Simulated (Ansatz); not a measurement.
# CH₅FOSn: a ladder of functionals and wavefunction methods

An exercise on one series of results from a longer session: the logs are not shown, and one member is left open.

Program: Ansatz 0.2.0, Gaussian basis. Level of theory: functionals in def2-TZVPP, the program's frozen cores in correlated methods. These are calculated values, not measurements.

Plan: LDA (SPW92), PBE-D4, revPBE-D4, BLYP-D4, r2SCAN-D4, B97M-V, PBE0-D4, B3LYP-D4, r2SCANh-D4, r2SCAN0-D4, HSE06-D4, BHLYP-D4, CAM-B3LYP-D4, LC-ωPBE, ωB97X-V, ωB97M-V, B2PLYP, PBE-QIDH; CCSD(T)/def2-SVP; CCSD(T)/def2-TZVPP; MP2/def2-QZVPP; extrapolation to the limit; RPA on PBE.

1 further run of the same task is left out (for a known fault of the program). Runs told in other sessions of the task aren't counted.

### Structure used throughout

The geometry comes from an earlier relaxation with PBE0-D4 in a triple-zeta def2 set; it is a stationary point, not always the lowest conformer. Sn takes the def2 core potential; no spin-orbit term is included.

SMILES `O[CH](F)[SnH3]`, 9 atoms, charge 0, spin multiplicity 1.

Atoms are counted from 1 here; the program's logs count them from 0.

Bond lengths: O1–C2 1.375 Å, O1–H5 0.963 Å, C2–F3 1.392 Å, C2–Sn4 2.194 Å, C2–H6 1.092 Å, Sn4–H7 1.712 Å, Sn4–H8 1.706 Å, Sn4–H9 1.703 Å. Angles: C2–O1–H5 109.8°, O1–C2–F3 110.1°, O1–C2–Sn4 114.0°, O1–C2–H6 106.2°, F3–C2–Sn4 107.7°, F3–C2–H6 106.7°, Sn4–C2–H6 112.0°, C2–Sn4–H7 105.1°, C2–Sn4–H8 109.7°, C2–Sn4–H9 111.4°, H7–Sn4–H8 109.6°, H7–Sn4–H9 110.6°, H8–Sn4–H9 110.3°.

The first run:

File in.yaml:

```yaml
crystal:
  periodic: [false, false, false]
  atoms:
    - {symbol: O, position_ang: [1.305750, 0.841527, -1.042601]}
    - {symbol: C, position_ang: [0.537774, 0.855683, 0.097416]}
    - {symbol: F, position_ang: [-0.350804, 1.926096, 0.062886]}
    - {symbol: Sn, position_ang: [-0.633559, -0.973933, 0.406644]}
    - {symbol: H, position_ang: [0.766411, 0.581328, -1.796187]}
    - {symbol: H, position_ang: [1.225144, 1.045397, 0.924382]}
    - {symbol: H, position_ang: [-1.201421, -1.409448, -1.148215]}
    - {symbol: H, position_ang: [0.377896, -2.207625, 1.011486]}
    - {symbol: H, position_ang: [-1.938593, -0.705324, 1.467090]}
basis:
  gaussian: {orbitals: def2-TZVPP}
hamiltonian: {xc: lda}
output: {orbitals: {seedname: orbitals}}
```

Launch:

```bash
ansatz run in.yaml --threads 4 --pin off --events-out ev --progress --plain --max-ram 10444MiB
```

Among the steps run: LDA; PBE-D4 (GGA); revPBE-D4 (GGA); BLYP-D4 (GGA); r2SCAN-D4 (meta-GGA); B97M-V (meta-GGA); B3LYP-D4 (hybrid); r2SCANh-D4 (hybrid); r2SCAN0-D4 (hybrid); HSE06-D4 (hybrid); BHLYP-D4 (hybrid); CAM-B3LYP-D4 (range-separated); LC-ωPBE (range-separated); ωB97X-V (range-separated); ωB97M-V (range-separated); B2PLYP (double hybrid); PBE-QIDH (double hybrid).

One of the session's tables, all rows but one given; the rest of the session is left out.

It belongs to the step «Frontier levels by functional». 

| functional | HOMO (eV) | gap (eV) |
| --- | --- | --- |
| LDA (SPW92) | -6.47 | 5.45 |
| PBE-D4 | -6.31 | 5.50 |
| revPBE-D4 | -6.25 | 5.53 |
| BLYP-D4 | -6.23 | 5.46 |
| r2SCAN-D4 | -6.57 | 6.16 |
| B97M-V | -6.66 | 5.96 |
| PBE0-D4 | -7.63 | 7.56 |
| B3LYP-D4 | -7.45 | 7.11 |
| r2SCANh-D4 | -7.06 | 6.91 |
| r2SCAN0-D4 | ? | ? |
| HSE06-D4 | -7.23 | 6.81 |
| BHLYP-D4 | -8.91 | 9.46 |
| CAM-B3LYP-D4 | -9.01 | 9.72 |
| LC-ωPBE | -10.27 | 12.07 |
| ωB97X-V | -9.94 | 11.62 |
| ωB97M-V | -9.84 | 11.13 |

Estimate the missing values for r2SCAN0-D4.

Worked estimate for «HOMO (eV)». Against the share of exact exchange, r2SCAN-D4 (0, -6.57), r2SCANh-D4 (0.1, -7.06) give a slope of -4.90 per unit share; at 0.25 the line stands at -7.79.

**Answer.** HOMO (eV): -7.81; gap (eV): 8.01. In «HOMO (eV)» the line misses by +0.02.
